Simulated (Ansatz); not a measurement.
# Zn3SbN3: the cost of one run

Program: Ansatz 0.2.0. PAW datasets, plane waves. Spin-unpolarised throughout; all numbers are computed.

### Step 1. The cell

The cell was relaxed beforehand with r2SCAN.

It is monoclinic, Cm (No. 8); a = 6.777 Å, b = 6.560 Å, c = 5.570 Å, β = 125.2° in the conventional setting, 14.45 Å³ an atom. Around Zn lie 3 N at 1.95–1.96 Å; around Zn lie 3 N at 1.96–2.00 Å; around Sb lie 3 N at 2.03–2.05 Å; around N lie 3 Zn at 1.96–2.00 Å and 1 Sb at 2.05 Å; around N lie 3 Zn at 1.95–1.97 Å and 1 Sb at 2.03 Å.

Structure file:

```cif
data_structure
_symmetry_space_group_name_H-M 'Cm'
_symmetry_Int_Tables_number 8
_cell_length_a 6.7775
_cell_length_b 6.5595
_cell_length_c 5.5696
_cell_angle_alpha 90.000
_cell_angle_beta 125.188
_cell_angle_gamma 90.000
_cell_volume 202.36
loop_
_atom_site_label
_atom_site_type_symbol
_atom_site_symmetry_multiplicity
_atom_site_Wyckoff_symbol
_atom_site_fract_x
_atom_site_fract_y
_atom_site_fract_z
_atom_site_occupancy
Zn1 Zn 2 a 0.85764 0.50000 0.88236 1
Zn2 Zn 4 b 0.96448 0.27938 0.48012 1
Sb1 Sb 2 a 0.43950 0.50000 0.99692 1
N1 N 4 b 0.82333 0.76528 0.70016 1
N2 N 2 a 0.80138 0.50000 0.18805 1
```

### Step 2. PBE bands along the symmetry lines

The input, input.yaml:

```yaml
crystal:
  lattice:
    - [3.3887392265, -3.2797573219, 0.0004369292]
    - [3.3887392265, 3.2797573219, 0.0004369292]
    - [-3.21012428, 0.0, 4.5514017197]
  atoms:
    - { symbol: Zn, position: [0.6423619308, 0.6423619308, 0.1176409184] }
    - { symbol: Zn, position: [0.7561388951, 0.3148938293, 0.5198777117] }
    - { symbol: Zn, position: [0.3148938293, 0.7561388951, 0.5198777117] }
    - { symbol: Sb, position: [0.0605032506, 0.0605032506, 0.0030805331] }
    - { symbol: "N", position: [0.4113898011, 0.9419533276, 0.2998410313] }
    - { symbol: "N", position: [0.9419533276, 0.4113898011, 0.2998410313] }
    - { symbol: "N", position: [0.6986189756, 0.6986189756, 0.8119490726] }
kpoints:
  mp_grid: { grid: [6, 6, 6] }
  band_path:
    path:
      - [[0.0, 0.0, 0.0], [1.426611994369e-21, -5.985059408089e-21, -0.5], [-0.3547476690755, 0.3547476690755, -0.5]]
      - [[0.3547476690755, 0.6452523309245, -0.5], [0.5, 0.5, -0.5], [0.0, 0.0, 0.0], [-0.5, 0.5, -7.656604049066e-17]]
      - [[-2.662587869092e-17, 0.5, -0.5], [0.0, 0.0, 0.0], [-2.389615077668e-17, 0.5, -5.139234263852e-17]]
    npoints: 10
hamiltonian:
  xc: pbe
scf:
  occupations: { method: fermi_dirac, width: 0.02 }
  n_extra_bands: 5
output:
  forces: true
  stress: true
  eigenvalues: true
```

The run is started by

```
ansatz run input.yaml --threads 4 --pin off --max-ram 5529MiB --backend cpu --events-out ev --progress --plain --runs-dir out
```

**Question.** How long does this run take on 4 threads of Arm Neoverse V2, shared host, and how much memory does it need?

About 10 s, with a peak of 0.5 GiB.
